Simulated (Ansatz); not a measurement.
# Si11Pd10Au3: the cost of one run

All numbers below are computed with Ansatz 0.2.0 (DFT PBE, scalar-relativistic, plane waves, PAW).

### Step 1. Starting point

The cell holds 24 atoms (Au3Pd10Si11): a = 7.237 Å, b = 7.076 Å, c = 7.523 Å, α = 88.96°, β = 91.36°, γ = 90.00°.

11 Si, 10 Pd, 3 Au were thrown into a skewed cell at random, at 1.00 times a reference volume of the solid, and pushed apart as soft spheres.

Coordinates:

```
CELL_PARAMETERS angstrom
7.23620 0.00026 -0.08744
0.00026 7.07583 0.06643
-0.08744 0.06643 7.52199
ATOMIC_POSITIONS crystal
Si 0.35234 0.88580 0.76308
Si 0.24219 0.61918 0.00918
Si 0.83394 0.22956 0.60825
Si 0.73621 0.51567 0.76234
Si 0.37556 0.45543 0.36138
Si 0.69864 0.90213 0.92380
Si 0.01719 0.92756 0.62480
Si 0.13168 0.21813 0.69507
Si 0.97454 0.64452 0.14575
Si 0.01969 0.42236 0.92380
Si 0.96130 0.72750 0.85417
Pd 0.25762 0.55565 0.68400
Pd 0.86034 0.92907 0.31970
Pd 0.05175 0.04937 0.00509
Pd 0.12762 0.20944 0.35395
Pd 0.74286 0.27216 0.09403
Pd 0.52771 0.12553 0.36948
Pd 0.50716 0.25589 0.71483
Pd 0.60626 0.78023 0.56679
Pd 0.23259 0.80564 0.39505
Pd 0.93884 0.53805 0.47128
Au 0.40548 0.91389 0.08717
Au 0.62954 0.62381 0.19683
Au 0.36373 0.29444 0.04749
```

### Step 2. Stage at 2470 K

The cutoff is lowered while the worst contacts of the packing are taken out. One k point, a Fermi-Dirac width of 0.213 eV and a fixed cell.

Contents of input.yaml:

```yaml
crystal:
  lattice:
    - [7.236199, 0.000263, -0.087442]
    - [0.000263, 7.075833, 0.066426]
    - [-0.087442, 0.066426, 7.521992]
  atoms:
    - { symbol: Si, position: [0.3523442868, 0.8858000329, 0.763080053] }
    - { symbol: Si, position: [0.242189848, 0.6191787116, 0.0091836086] }
    - { symbol: Si, position: [0.833944583, 0.2295596059, 0.6082477245] }
    - { symbol: Si, position: [0.7362145964, 0.5156674967, 0.7623393186] }
    - { symbol: Si, position: [0.3755635248, 0.4554289727, 0.3613798089] }
    - { symbol: Si, position: [0.6986380137, 0.9021271727, 0.9238034911] }
    - { symbol: Si, position: [0.0171879142, 0.9275587241, 0.624798789] }
    - { symbol: Si, position: [0.1316761166, 0.2181303888, 0.6950651459] }
    - { symbol: Si, position: [0.9745378741, 0.6445193109, 0.1457534688] }
    - { symbol: Si, position: [0.0196864456, 0.4223591234, 0.9237969986] }
    - { symbol: Si, position: [0.9613033705, 0.7274983859, 0.8541675246] }
    - { symbol: Pd, position: [0.2576153457, 0.5556453876, 0.6839988256] }
    - { symbol: Pd, position: [0.8603355943, 0.929069576, 0.3197037906] }
    - { symbol: Pd, position: [0.0517541424, 0.0493715198, 0.005092474] }
    - { symbol: Pd, position: [0.1276249667, 0.2094402046, 0.3539509096] }
    - { symbol: Pd, position: [0.742859206, 0.2721620891, 0.0940299434] }
    - { symbol: Pd, position: [0.5277078156, 0.1255349413, 0.3694780268] }
    - { symbol: Pd, position: [0.5071637339, 0.2558880297, 0.7148347853] }
    - { symbol: Pd, position: [0.6062600375, 0.7802312429, 0.5667913011] }
    - { symbol: Pd, position: [0.2325942576, 0.8056425205, 0.3950519716] }
    - { symbol: Pd, position: [0.9388398039, 0.5380541775, 0.4712801875] }
    - { symbol: Au, position: [0.4054760685, 0.913887973, 0.0871663546] }
    - { symbol: Au, position: [0.6295435265, 0.6238086894, 0.1968301213] }
    - { symbol: Au, position: [0.3637299231, 0.2944438556, 0.0474928168] }
  symmetry: { detect: false }
basis:
  ecutwfc: 320
  xc_grid: 1
kpoints:
  mp_grid: { grid: [1, 1, 1], shift: [0.25, 0.25, 0.25] }
hamiltonian:
  xc: pbe
scf:
  occupations: { method: fermi_dirac, width: 0.2128 }
  lower_state_search: "off"
  convergence: { dr2_threshold: 1.0e-05 }
output:
  forces: true
  stress: true
md:
  timestep: 3.0
  n_steps: 24
  ensemble: nvt_langevin
  friction: 0.03
  temperature: 2470.0
  initial_velocities: maxwell_boltzmann
  seed: 55674
```

Command:

```bash
$ ansatz run input.yaml --threads 2 --pin off --max-ram 5120MiB --backend cpu --events-out ev --progress --plain --runs-dir out
```

Q: Estimate wall time and peak memory on 2 threads of Arm Neoverse V1, shared host.

About 82 s, with a peak of 0.56 GiB.
